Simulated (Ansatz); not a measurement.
# C₃H₁₀Si₂: up Jacob's ladder to CCSD(T)

An exercise on one series of results from a longer session: the logs are not shown, and one member is left open.

Computed with Ansatz 0.2.0, Gaussian basis. Level: functionals in def2-TZVPP, the program's frozen cores in correlated methods.

The runs, in order: LDA (SPW92), PBE-D4, revPBE-D4, BLYP-D4, r2SCAN-D4, B97M-V, PBE0-D4, B3LYP-D4, r2SCANh-D4, r2SCAN0-D4, HSE06-D4, BHLYP-D4, CAM-B3LYP-D4, LC-ωPBE, ωB97X-V, ωB97M-V, B2PLYP, PBE-QIDH; CCSD(T)/def2-SVP; CCSD(T)/def2-TZVPP; MP2/def2-QZVPP; extrapolation to the limit; RPA on PBE.

## Structure used throughout

An earlier PBE0-D4 in a triple-zeta def2 set relaxation fixed the geometry.

SMILES `C[SiH2]/C=C/[SiH3]`, 15 atoms, charge 0, spin multiplicity 1.

Atoms are counted from 1 here; the program's logs count them from 0.

Bond lengths: C1–Si2 1.871 Å, C1–H6 1.092 Å, C1–H7 1.093 Å, C1–H8 1.093 Å, Si2–C3 1.867 Å, Si2–H9 1.491 Å, Si2–H10 1.490 Å, C3–C4 1.338 Å, C3–H11 1.092 Å, C4–Si5 1.863 Å, C4–H12 1.091 Å, Si5–H13 1.489 Å, Si5–H14 1.487 Å, Si5–H15 1.489 Å. Angles: Si2–C1–H6 110.8°, Si2–C1–H7 110.8°, Si2–C1–H8 110.8°, H6–C1–H7 108.1°, H6–C1–H8 108.3°, H7–C1–H8 107.9°, C1–Si2–C3 111.3°, C1–Si2–H9 109.2°, C1–Si2–H10 110.7°, C3–Si2–H9 109.4°, C3–Si2–H10 107.6°, H9–Si2–H10 108.6°, Si2–C3–C4 123.8°, Si2–C3–H11 118.2°, C4–C3–H11 118.0°, C3–C4–Si5 123.7°, C3–C4–H12 118.1°, Si5–C4–H12 118.2° and more.

As a file:

```mol
C3H10Si2
  3D, bonds by distance, orders not assigned

 15 14  0  0  0  0  0  0  0  0999 V2000
   -2.6131   -0.8391   -0.4485 C   0  0
   -0.9434   -0.6021   -1.2587 Si  0  0
    0.3972   -0.3376    0.0129 C   0  0
    1.1313    0.7774    0.1001 C   0  0
    2.4580    1.0439    1.3804 Si  0  0
   -2.8867    0.0398    0.1396 H   0  0
   -2.6021   -1.7045    0.2186 H   0  0
   -3.3888   -1.0034   -1.2002 H   0  0
   -0.6202   -1.8074   -2.0749 H   0  0
   -0.9553    0.5886   -2.1537 H   0  0
    0.5892   -1.1348    0.7341 H   0  0
    0.9432    1.5754   -0.6203 H   0  0
    3.7772    1.2838    0.7338 H   0  0
    2.5430   -0.1632    2.2444 H   0  0
    2.1487    2.2325    2.2217 H   0  0
  1  2  8  0
  2  3  8  0
  3  4  8  0
  4  5  8  0
  1  6  8  0
  1  7  8  0
  1  8  8  0
  2  9  8  0
  2 10  8  0
  3 11  8  0
  4 12  8  0
  5 13  8  0
  5 14  8  0
  5 15  8  0
M  END
```

Set-up of the first run:

File in.yaml:

```yaml
crystal:
  periodic: [false, false, false]
  atoms:
    - {symbol: C, position_ang: [-2.613141, -0.839059, -0.448489]}
    - {symbol: Si, position_ang: [-0.943393, -0.602138, -1.258730]}
    - {symbol: C, position_ang: [0.397195, -0.337557, 0.012853]}
    - {symbol: C, position_ang: [1.131339, 0.777426, 0.100097]}
    - {symbol: Si, position_ang: [2.457997, 1.043852, 1.380357]}
    - {symbol: H, position_ang: [-2.886665, 0.039792, 0.139560]}
    - {symbol: H, position_ang: [-2.602067, -1.704451, 0.218623]}
    - {symbol: H, position_ang: [-3.388846, -1.003430, -1.200159]}
    - {symbol: H, position_ang: [-0.620200, -1.807385, -2.074935]}
    - {symbol: H, position_ang: [-0.955305, 0.588563, -2.153672]}
    - {symbol: H, position_ang: [0.589217, -1.134790, 0.734061]}
    - {symbol: H, position_ang: [0.943234, 1.575396, -0.620347]}
    - {symbol: H, position_ang: [3.777153, 1.283836, 0.733837]}
    - {symbol: H, position_ang: [2.543029, -0.163159, 2.244374]}
    - {symbol: H, position_ang: [2.148655, 2.232504, 2.221669]}
basis:
  gaussian: {orbitals: def2-TZVPP}
hamiltonian: {xc: lda}
output: {orbitals: {seedname: orbitals}}
```

Started as:

```
> ansatz run in.yaml --threads 4 --pin off --events-out ev --progress --plain --max-ram 10444MiB
```

Among the steps run: LDA; PBE-D4 (GGA); revPBE-D4 (GGA); BLYP-D4 (GGA); r2SCAN-D4 (meta-GGA); B97M-V (meta-GGA); PBE0-D4 (hybrid); B3LYP-D4 (hybrid); r2SCANh-D4 (hybrid); r2SCAN0-D4 (hybrid); HSE06-D4 (hybrid); BHLYP-D4 (hybrid); CAM-B3LYP-D4 (range-separated); LC-ωPBE (range-separated); ωB97X-V (range-separated); ωB97M-V (range-separated); B2PLYP (double hybrid); PBE-QIDH (double hybrid).

One of the session's tables, all rows but one given; the rest of the session is left out.

It belongs to the step «Frontier levels by functional». 

```
  functional  HOMO (eV)  gap (eV)
 LDA (SPW92)      -6.95      4.89
      PBE-D4      -6.82      4.96
   revPBE-D4      -6.76      4.98
     BLYP-D4      -6.65      4.96
   r2SCAN-D4      -7.04      5.35
      B97M-V      -7.11      5.38
     PBE0-D4          ?         ?
    B3LYP-D4      -7.69      6.61
  r2SCANh-D4      -7.45      6.12
  r2SCAN0-D4      -8.07      7.27
    HSE06-D4      -7.52      6.25
    BHLYP-D4      -8.85      9.07
CAM-B3LYP-D4      -9.20      9.48
     LC-ωPBE     -10.60     11.97
     ωB97X-V     -10.21     11.51
     ωB97M-V     -10.11     11.26
```

Q: Estimate the row for PBE0-D4 from the others.

**Answer.** HOMO (eV): -7.92; gap (eV): 7.02. In the column «HOMO (eV)» it lies between r2SCAN0-D4 (-8.07) and B3LYP-D4 (-7.69).
